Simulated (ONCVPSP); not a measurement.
# Boron: generating and testing an ONCV potential

Task: generate the file, and judge it by its errors in other configurations, its logarithmic derivatives, its ghosts and its cutoff.

The numbers are computed with ONCVPSP 4.0.1.1 (patched build) (PBE, scalar-relativistic, spin-unpolarised reference atom).

## (1) The atom and the settings

Typed settings, in words:

| Property | Result |
| --- | --- |
| element | boron (B, Z = 5) |
| type | optimised norm-conserving Vanderbilt (ONCV) |
| frozen core | [He] |
| valence charge | 3 |
| reference configuration | 2s1.75 2p1.25 |
| partial waves | 2s: rc 1.08 bohr, ncon 4, nbas 7, qcut 5.6 1/bohr, 2 projectors, debl 1.9 Ha; 2p: rc 3.54 bohr, ncon 4, nbas 8, qcut 3 1/bohr, 2 projectors, debl 2 Ha; d scattering state at 0.02 Ha: rc 2.76 bohr, ncon 5, nbas 9, qcut 2.9 1/bohr, 2 projectors, debl 2.7 Ha |
| local potential | polynomial inside 0.80 bohr (lpopt 5, dvloc0 -1 Ha) |
| core correction | Teter function, fcfact 3.75, rcfact 1.55 |

An earlier all-electron run gives the scale for the radii.

All-electron outer shells of the reference configuration (PBE, scalar-relativistic, ld1.x):

| shell | level (eV) | outermost node (bohr) | outermost maximum (bohr) |
| --- | --- | --- | --- |
| 1s | -180.89 | – | 0.21 |
| 2s | -9.57 | 0.46 | 1.52 |
| 2p | -3.73 | – | 1.57 |

## (2) Generation

B.dat

```
# ATOM AND REFERENCE CONFIGURATION
# atsym  z   nc   nv     iexc    psfile
  B 5.00    1    2        4      upf
#
#   n    l    f
    1    0    2.00
    2    0    1.75
    2    1    1.25
#
# PSEUDOPOTENTIAL AND OPTIMIZATION
# lmax
    2
#
#   l,   rc,      ep,       ncon, nbas, qcut
    0    1.08    0.00    4    7    5.60
    1    3.54    0.00    4    8    3.00
    2    2.76    0.02    5    9    2.90
#
# LOCAL POTENTIAL
# lloc, lpopt,  rc(5),   dvloc0
    4    5    0.80   -1.00
#
# VANDERBILT-KLEINMAN-BYLANDER PROJECTORs
# l, nproj, debl
    0    2    1.90
    1    2    2.00
    2    2    2.70
#
# MODEL CORE CHARGE
# icmod, fcfact, rcfact
    3    3.75    1.55
#
# LOG DERIVATIVE ANALYSIS
# epsh1, epsh2, depsh
   -2.00    5.00    0.02
#
# OUTPUT GRID
# rlmax, drl
    6.00    0.01
#
# TEST CONFIGURATIONS
# ncnf
    4
# nvcnf
#   n    l    f
    2
    2    0    2.00
    2    1    1.00
#
    2
    2    0    2.00
    2    1    0.00
#
    2
    2    0    1.00
    2    1    0.00
#
    2
    2    0    1.00
    2    1    1.00
#
```

The run is started by

```
$ oncvpsp.x < B.dat > B.out
```

What the program wrote to B.out (without the consistency checks and plot data):

```text
ONCVPSP  (Optimized Norm-Conservinng Vanderbilt PSeudopotential)
scalar-relativistic version 4.0.1.1, modified

#   n    l    f        energy (Ha)
    1    0    2.00    -6.6477080E+00
    2    0    1.75    -3.5176931E-01
    2    1    1.25    -1.3698807E-01

Reference configufation results
  iterations    23
  all-electron total energy (Ha)   -2.45495376D+01

Begin loop to  construct optimized pseudo wave functions
and semi-local pseudopoentials for all angular momenta

   Wellstate for l =  0  n =  3
     eigenvalue =   1.5482
     asymptotic potential =   2.0482
     half-point radius =  2.4841

Calculating optimized projector #   1

 for l=   0

    Fraction of norm inside rc  0.130698
    Optimizing pswf for qcut=   5.60 a_B^-1,  ecut=  15.70 Ha
    Residual kinetic energy error=  3.07D-04 Ha

    Energy error per electron        Cutoff
         Ha          eV             Ha
         0.01000     0.27211        6.90
         0.00100     0.02721       11.83
         0.00010     0.00272       78.41
         0.00001     0.00027      106.24

Calculating optimized projector #   2

 for l=   0

    Fraction of norm inside rc  0.128235
    Optimizing pswf for qcut=   5.60 a_B^-1,  ecut=  15.70 Ha
    Residual kinetic energy error=  1.19D-02 Ha

    Energy error per electron        Cutoff
         Ha          eV             Ha
         0.01000     0.27211       22.22
         0.00100     0.02721      118.24
         0.00010     0.00272      147.62
         0.00001     0.00027      190.68

   Wellstate for l =  1  n =  6
     eigenvalue =   1.8630
     asymptotic potential =   2.3630
     half-point radius =  6.9495

Calculating optimized projector #   1

 for l=   1

    Fraction of norm inside rc  0.856119
    Optimizing pswf for qcut=   3.00 a_B^-1,  ecut=   4.51 Ha
    Residual kinetic energy error=  1.69D-04 Ha

    Energy error per electron        Cutoff
         Ha          eV             Ha
         0.01000     0.27211        2.85
         0.00100     0.02721        3.80
         0.00010     0.00272        5.87
         0.00001     0.00027       15.76

Calculating optimized projector #   2

 for l=   1

    Fraction of norm inside rc  0.203828
    Optimizing pswf for qcut=   3.00 a_B^-1,  ecut=   4.51 Ha
    Residual kinetic energy error=  2.64D-02 Ha

    Energy error per electron        Cutoff
         Ha          eV             Ha
         0.01000     0.27211        5.97
         0.00100     0.02721       19.40
         0.00010     0.00272       23.28
         0.00001     0.00027       31.87

   Wellstate for l =  2  n =  3
     eigenvalue =   0.0200
     asymptotic potential =   0.5200
     half-point radius = 79.5224

   Wellstate for l =  2  n =  6
     eigenvalue =   2.7200
     asymptotic potential =   3.2200
     half-point radius =  5.2841

Calculating optimized projector #   1

 for l=   2

    Fraction of norm inside rc  0.000151
    Optimizing pswf for qcut=   2.90 a_B^-1,  ecut=   4.21 Ha
    Residual kinetic energy error=  5.98D-05 Ha

    Energy error per electron        Cutoff
         Ha          eV             Ha
         0.01000     0.27211        0.00
         0.00100     0.02721        0.07
         0.00010     0.00272        0.49

Calculating optimized projector #   2

 for l=   2

    Fraction of norm inside rc  0.203809
    Optimizing pswf for qcut=   2.90 a_B^-1,  ecut=   4.21 Ha
    Residual kinetic energy error=  1.61D-01 Ha

    Energy error per electron        Cutoff
         Ha          eV             Ha
         0.01000     0.27211        6.45
         0.00100     0.02721       18.51
         0.00010     0.00272       44.35
         0.00001     0.00027       50.13

Construct Vanderbilt / Kleinmman-Bylander projectors

B matrix Hermiticity error, ll=   0
   1   2    5.9642E-05

  Orthonormal projector coefficients  5.0322E+01  4.6845E+00

B matrix Hermiticity error, ll=   1
   1   2   -9.1459E-06

  Orthonormal projector coefficients  5.1063E+01 -6.8947E-01

B matrix Hermiticity error, ll=   2
   1   2   -9.7264E-08

  Orthonormal projector coefficients  9.5306E+00 -1.2998E+00

Model core correction analysis
  based on d2Exc/dn_idn_j

d2excae - all-electron derivatives

   -4.924349D-02   -4.090171D-02
   -4.090769D-02   -3.740530D-02

d2excps - pseudofunction derivatives with no core correction

   -5.042045D-02   -4.110122D-02
   -4.110434D-02   -3.915412D-02

rms 2nd derivative error    1.063254E-03

rmatch, rhocmatch    0.7662    0.7389

Teter function model core charge with specified parameters

d2excps - pseudofunction derivatives with core correction

   -4.827472D-02   -4.065889D-02
   -4.066162D-02   -3.927720D-02

rms 2nd derivative error    1.067944E-03

Pseudoatom total energy   -2.496394

Diagnostic tests using Vanderbilt-Kleinman-Bylander pseudopotentials
  1 or more projectors used as specified by nproj input data

   l    rcore       rmatch      e in        delta e   norm test  slope test

   0   1.0839265   1.1168368  -0.3517693   0.0000005   1.0000189   1.0000133
   0   1.0839265   1.1168368   1.5482307   0.0000245   1.0001359   1.0001359

   1   3.5432354   3.6508157  -0.1369881  -0.0000002   0.9999985   0.9999991
   1   3.5432354   3.6508157   1.8630119   0.0000120   0.9999930   0.9999930

   2   2.7725718   2.8567531   0.0200000   0.0000008   1.0000003   1.0000003
   2   2.7725718   2.8567531   2.7200000   0.0000268   1.0000035   1.0000035

 Testing for bound ghosts
   n   l    E NL Schr. Eq   E Basis Diag.   E Cutoff

   1   0       -0.351769       -0.245171    157.91

   2   1       -0.136988       -0.136886     24.12

 Testing for highly-localized positive-energy ghosts
       l    <radius>/rc     E Basis Diag.   E Cutoff

       0        0.823529        6.632902    157.91  WARNING - GHOST(+)

       0        0.872844       79.734046    157.91  WARNING - GHOST(+)

       0        0.752319      156.599814    157.91  WARNING - GHOST(+)

       1        0.250810       57.556199     24.12  WARNING - GHOST(+)

       2        0.450302       15.826206     57.18  WARNING - GHOST(+)

Test configuration 0

   n   l     f        eae           eps        diff
   1   0  2.0000   -6.64770798
   2   0  1.7500   -0.35176931   -0.35176880    5.09D-07
   2   1  1.2500   -0.13698807   -0.13698830   -2.25D-07

    Total energies and differences
      AE_ref= -2.45495376D+01  AE_tst= -2.45495376D+01  dif=  0.00D+00
      PS_ref= -2.49639404D+00  PS_tst= -2.49639404D+00  dif= -2.66D-15
      PSP excitation error=  2.66D-15

Test configuration 1

   n   l     f        eae           eps        diff
   1   0  2.0000   -6.63656389
   2   0  2.0000   -0.34702672   -0.34480804    2.22D-03
   2   1  1.0000   -0.13254806   -0.13133284    1.22D-03

    Total energies and differences
      AE_ref= -2.45495376D+01  AE_tst= -2.46031956D+01  dif= -5.37D-02
      PS_ref= -2.49639404D+00  PS_tst= -2.54992735D+00  dif= -5.35D-02
      PSP excitation error= -1.25D-04

Test configuration 2

   n   l     f        eae           eps        diff
   1   0  2.0000   -7.11562878
   2   0  2.0000   -0.71701471   -0.69908285    1.79D-02

    Total energies and differences
      AE_ref= -2.45495376D+01  AE_tst= -2.43011379D+01  dif=  2.48D-01
      PS_ref= -2.49639404D+00  PS_tst= -2.25934826D+00  dif=  2.37D-01
      PSP excitation error=  1.14D-02

Test configuration 3

   n   l     f        eae           eps        diff
   1   0  2.0000   -7.76055369
   2   0  1.0000   -1.15669543   -1.13114959    2.55D-02

    Total energies and differences
      AE_ref= -2.45495376D+01  AE_tst= -2.33668887D+01  dif=  1.18D+00
      PS_ref= -2.49639404D+00  PS_tst= -1.34655535D+00  dif=  1.15D+00
      PSP excitation error=  3.28D-02

Test configuration 4

   n   l     f        eae           eps        diff
   1   0  2.0000   -7.13019314
   2   0  1.0000   -0.71999741   -0.72585501   -5.86D-03
   2   1  1.0000   -0.49454516   -0.48594993    8.60D-03

    Total energies and differences
      AE_ref= -2.45495376D+01  AE_tst= -2.40754543D+01  dif=  4.74D-01
      PS_ref= -2.49639404D+00  PS_tst= -2.02069296D+00  dif=  4.76D-01
      PSP excitation error= -1.62D-03
```

Run time: 4.9 s. Hardware: 1 thread of Neoverse-N1, shared host.

All-electron and pseudo partial waves u(r) = r·R(r), from the program's wave files:

```csv
r (bohr),2s AE,2s PS
0.177,-0.3066,0.0650
0.354,-0.1504,0.1462
0.531,0.1011,0.2572
0.708,0.3306,0.3826
0.885,0.5069,0.5128
1.062,0.6287,0.6286
1.239,0.7010,0.7010
1.416,0.7332,0.7332
1.593,0.7351,0.7351
1.770,0.7153,0.7153
1.947,0.6810,0.6810
2.124,0.6377,0.6377
2.301,0.5896,0.5896
2.478,0.5396,0.5396
2.655,0.4899,0.4899
2.832,0.4418,0.4418
3.009,0.3963,0.3963
3.186,0.3539,0.3539
3.363,0.3149,0.3149
3.540,0.2794,0.2794
3.717,0.2472,0.2472
3.894,0.2183,0.2183
4.071,0.1923,0.1923
4.248,0.1692,0.1692
4.425,0.1487,0.1487
4.602,0.1304,0.1304
```

Densities times 4π (e/bohr³); a dash where the program caps the true core:

```csv
r (bohr),pseudo valence,true core,model core
0.177,0.2485,–,2.583
0.531,0.5087,–,1.454
0.885,0.7892,0.2654,0.4281
1.239,0.8078,0.01355,0.0529
1.593,0.5934,0.0007396,0.001126
1.947,0.3711,4.207e-05,5.694e-05
2.301,0.2092,2.45e-06,1.832e-06
2.655,0.1108,1.244e-07,2.424e-06
3.009,0.05843,0,0
3.363,0.03193,0,1e-07
3.717,0.01786,0,0
4.071,0.01013,0,0
4.425,0.00582,0,0
```

## (3) The configuration tests of the same run

Energies count from the reference configuration 2s1.75 2p1.25; the error is all-electron less pseudo.

```csv
valence configuration,charge,ΔE all-electron (eV),error AE − PS (meV)
2s2 2p1,0,-1.460,-3.4
2s2 2p0,+1,6.761,+310
2s1 2p0,+2,32.181,+893
2s1 2p1,+1,12.900,-44
```

## (4) Does it scatter like the atom?

Taken from the files of the generation run. The phase is arctan(r·R′/R) of the radial function R, unwrapped, with energies in Ha. A pole is an energy at which the radial function vanishes at the test radius. The pseudo phase is shifted by a multiple of π to meet the all-electron one at the reference energy. Levels narrower than the energy grid can be missing from the poles. The last column is the largest difference on the grid between −0.5 and +0.5 Ha.

| channel | radius (bohr) | reference (Ha) | poles AE | poles PS | window around the reference with phases within 0.05 rad (Ha) | largest difference near zero (rad) |
| --- | --- | --- | --- | --- | --- | --- |
| s | 1.10 | -0.35 | none | none | the whole range | 0.000 |
| p | 3.59 | -0.14 | -0.05, 1.16, 3.17 | -0.04, 1.25, 4.08 | below 0.1 | 0.505 |
| d | 2.81 | 0.02 | 1.32, 4.07 | 1.33, 4.17 | below 4.9 | 0.001 |

Phases (rad) along the scan:

```csv
E (Ha),p AE,p PS,s AE,s PS
-1.98,1.405,1.404,0.699,0.695
-1.62,1.383,1.382,0.567,0.564
-1.26,1.350,1.349,0.400,0.399
-0.90,1.293,1.292,0.194,0.194
-0.54,1.148,1.150,-0.043,-0.043
-0.18,-0.786,-0.782,-0.292,-0.292
0.18,-2.061,-1.978,-0.523,-0.523
0.54,-4.195,-3.859,-0.720,-0.720
0.90,-4.609,-4.539,-0.878,-0.878
1.26,-4.749,-4.714,-1.003,-1.003
1.62,-4.919,-4.902,-1.101,-1.101
1.98,-6.371,-6.314,-1.180,-1.180
2.34,-7.639,-7.582,-1.244,-1.245
2.70,-7.775,-7.723,-1.297,-1.298
3.06,-7.839,-7.779,-1.342,-1.344
3.42,-7.891,-7.813,-1.380,-1.384
3.78,-7.961,-7.837,-1.413,-1.421
4.14,-8.160,-7.857,-1.442,-1.454
4.50,-10.335,-7.875,-1.468,-1.488
4.86,-10.831,-7.892,-1.492,-1.522
```

## (5) Plane-wave cutoff and ghosts

From the same output: the cutoffs (Ha) at which the residual kinetic energy of the hardest occupied pseudo-wave falls to 1 and 0.1 mHa per electron are 12 Ha and 78 Ha.

The program's own ghost test: no bound ghost flagged; GHOST(+) flagged for s at 180.5 eV, s at 2169.7 eV, s at 4261.3 eV, p at 1566.2 eV, d at 430.7 eV.

Cutoff (Ha) at which the first wave of each channel reaches a given error (Ha per electron):

```csv
error,s,p,d
1.0e-02,6.9,2.8,0.0
3.2e-03,9.4,3.4,0.0
1.0e-03,11.8,3.8,0.1
3.2e-04,16.0,4.3,0.2
1.0e-04,78.4,5.9,0.5
3.2e-05,95.8,12.8,67.4
```

## (6) Summary of results

```
                                                quantity                                                                             value
  cutoffs for 1 and 0.1 mHa per electron, occupied waves                                                                   12 Ha and 78 Ha
                                            bound ghosts                                                                        none found
                                          GHOST(+) flags  s at 180 eV, s at 2170 eV, d at 431 eV (2 near or above the test basis's cutoff)
                            largest test error (AE − PS)                                                             +893 meV, for 2s1 2p0
largest phase difference near zero energy, channels read                                                                         0.505 rad
 rms error of d²Exc/dn², without and with the model core                                                                 1.06 and 1.07 mHa
```

By total energies transferability is poor: the largest error is 893 meV on 32.2 eV, for 2s1 2p0. The potential is soft on the atom at that tolerance: the looser tolerance needs 12 Ha. The tighter tolerance needs 78 Ha, and converged work needs a cutoff nearer that. At the looser tolerance the 2s wave is the slowest; 2p needs 4 Ha. The program's ghost test flags no bound state. Of the channels read, p scatters worst near zero energy, by up to 0.50 rad. The program also flags highly localised states, GHOST(+) (s, d). These are tests on the free atom; a crystal test is still owed.
